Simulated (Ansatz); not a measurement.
C2H5GaOS, SMILES SC1[CH2][GaH][O]1, a ladder of methods at one geometry

With the Python package of Ansatz (0.2.0).

Run as a notebook:

In [1]:
```python
from pathlib import Path

import ansatz as az
import numpy as np
```

In [2]:
```python
molecule = (
    az.Crystal.molecule()
    .atom("S", [-1.6608, -0.4038, 1.3209])
    .atom("C", [-0.3637, 0.2716, 0.2658])
    .atom("C", [0.3914, -0.8793, -0.3478])
    .atom("Ga", [1.4044, 1.0933, -1.0368])
    .atom("O", [-0.8895, 1.051, -0.7751])
    .atom("H", [-2.1043, 0.9491, 1.7043])
    .atom("H", [0.3476, 0.8984, 0.889])
    .atom("H", [0.9344, -1.4712, 0.4608])
    .atom("H", [-0.2317, -1.5072, -0.9122])
    .atom("H", [2.2552, -0.053, -1.566])
)

base = (
    molecule.calculation()
    .basis(gaussian="def2-SVP")  # atom-centred Gaussian functions
    .accuracy("high")  # preset for grids and thresholds
    .scf(lower_state_search="off")
)
```

In [3]:
```python
print("functional    E (Ha)        dipole (D)   HOMO (eV)  LUMO (eV)")
for name in ["cam_b3lyp", "lda", "r2scan", "blyp", "pbe0"]:
    rep = base.functional(name).forces().orbitals().run(threads=1, backend="cpu", runs_dir="runs").report
    lines = Path(rep["orbitals_path"]).read_text().splitlines()
    field_of = lambda key: [line.split("=")[1].strip() for line in lines if line.startswith(key)]
    orbitals = [(27.211386 * float(e), s, float(n)) for e, s, n in zip(field_of("Ene="), field_of("Spin="), field_of("Occup="))]
    homo = max(e for e, _, n in orbitals if n > 0.5)
    lumo = min(e for e, _, n in orbitals if n < 0.5)
    dipole = 4.803205 * np.linalg.norm(rep["charge_distribution"]["dipole_moment_e_ang"])
    print(f"{name:10s} {rep['free_energy_ev'] / 27.211386246:14.6f} {dipole:9.3f} {homo:11.3f} {lumo:10.3f}")
```
```text
functional    E (Ha)        dipole (D)   HOMO (eV)  LUMO (eV)
cam_b3lyp    -2476.852815     3.152      -7.314     -3.101
lda          -2471.165927     2.270      -5.335     -4.626
r2scan       -2476.706609     2.574      -5.500     -4.615
blyp         -2476.844787     2.190      -5.063     -4.373
pbe0         -2476.247881     2.942      -6.211     -4.015
```

Reading the output:
- The settings weren't tested for convergence.
- The geometry is a force-field or estimated start, not a minimum of this method, and the basis set is short of its limit. A lower total doesn't mark the better method: functionals have no common bound, and MP2 and coupled cluster aren't variational.
- Levels such as HOMO and LUMO are orbital energies: with these approximate functionals they aren't the ionisation energy and electron affinity, and their gap isn't the fundamental gap.
- It ran for 100 s on 1 thread of Arm Neoverse V1 (shared host), peak memory 0.56 GiB.
